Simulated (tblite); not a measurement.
# C12H10: the cost of one run

Programs: tblite 0.8.0 and PySCF 2.14.0, with density-fitted response routines of our own. Each step states its level of theory. These are calculated values for one molecule in the gas phase, unless marked as measured. Atoms count from 0, in the outputs and in this text.

### Step 1. The starting structure

22 atoms, charge 0, multiplicity 1; geometry from: force field or distance geometry start.

Bonds of the start (Å): C0–C1 1.41, C1–C2 1.37, C2–C3 1.39, C3–C4 1.47, C4–C5 1.37, C5–C6 1.36, C6–C7 1.39, C7–C8 1.39, C8–C9 1.37, C3–C10 1.38, C10–C11 1.40, C11–C0 1.41, C9–C4 1.40, C0–H12 1.08, C1–H13 1.09, C2–H14 1.11, C5–H15 1.11, C6–H16 1.10, C7–H17 1.09, C8–H18 1.10, C9–H19 1.09, C10–H20 1.08, C11–H21 1.08.

### Step 2. Optimising the geometry with GFN2-xTB

Job settings and geometry (Å):

```
{"job": {"kind": "relax", "xc": "GFN2-xTB", "basis": "xTB"}, "charge": 0, "multiplicity": 1}
C      3.509300    -0.254700    -0.353900
C      2.897100     0.769400     0.391600
C      1.530000     0.813800     0.499400
C      0.704100    -0.096900    -0.140300
C     -0.747200     0.018500     0.024300
C     -1.268200     0.533300     1.186500
C     -2.594600     0.699100     1.437500
C     -3.473400     0.314100     0.435000
C     -2.967400    -0.208700    -0.744600
C     -1.631600    -0.366200    -0.986200
C      1.295100    -1.107700    -0.876900
C      2.682800    -1.195400    -0.992900
H      4.584400    -0.310200    -0.430600
H      3.504300     1.511800     0.910200
H      1.116100     1.643000     1.102000
H     -0.574500     0.836800     1.991600
H     -2.962300     1.111100     2.389200
H     -4.550500     0.413800     0.585400
H     -3.656300    -0.510700    -1.541000
H     -1.263200    -0.773500    -1.929600
H      0.693400    -1.850300    -1.383100
H      3.162200    -1.970900    -1.574400
```

Launch:

```console
> OMP_NUM_THREADS=2 python probes_run.py task.json out
```

This one command runs all jobs of the session in turn.

Q: Estimate the wall time and peak memory of this first job on 2 threads of Intel Xeon Platinum 8375C at 2.90GHz, shared host.

About 1.3 s, with a peak of 0.18 GiB.
